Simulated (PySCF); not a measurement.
# C4H4BClO: the cost of one run

Programs: PySCF 2.14.0, with density-fitted response routines of our own. Each step states its level of theory. These are calculated values for one molecule in the gas phase, unless marked as measured. Atoms count from 0, in the outputs and in this text.

## (1) Starting geometry

11 atoms, charge 0, multiplicity 1; geometry from: GFN2-xTB. The atoms were then displaced at random by about 0.01 Å, so the start is not that level's minimum.

Bonds of the start (Å): B0–C1 1.55, C1–O2 1.37, O2–C3 1.28, C3–C4 1.36, C4–C5 1.41, C5–Cl6 1.70, C5–C1 1.40, B0–H7 1.19, B0–H8 1.13, C3–H9 1.10, C4–H10 1.08.

## (2) Optimising the geometry at PBE0-D3(BJ)/def2-SVP

What the job is given:

```
{"job": {"xc": "PBE0", "basis": "def2-SVP", "d3": "d3bj", "grid": 1, "shake": 0.01, "kind": "geom"}, "charge": 0, "multiplicity": 1}
B      2.051910    -0.651370     0.016090
C      0.547680    -0.272620    -0.006130
O     -0.430220    -1.234860    -0.090280
C     -1.568640    -0.649210    -0.081070
C     -1.497110     0.702030    -0.009280
C     -0.112620     0.961780     0.046150
Cl     0.627140     2.486890     0.151300
H      2.836390     0.235220     0.074810
H      2.343990    -1.742020    -0.024730
H     -2.467960    -1.289130    -0.124490
H     -2.292440     1.427450     0.031960
```

The run is started by

```sh
OMP_NUM_THREADS=1 python probes_run.py task.json out
```

The driver reads the jobs from task.json and runs them one after another.

Q: Estimate the wall time and peak memory of this first job on 1 thread of Arm Neoverse V1, shared host.

About 50 s, with a peak of 0.51 GiB.
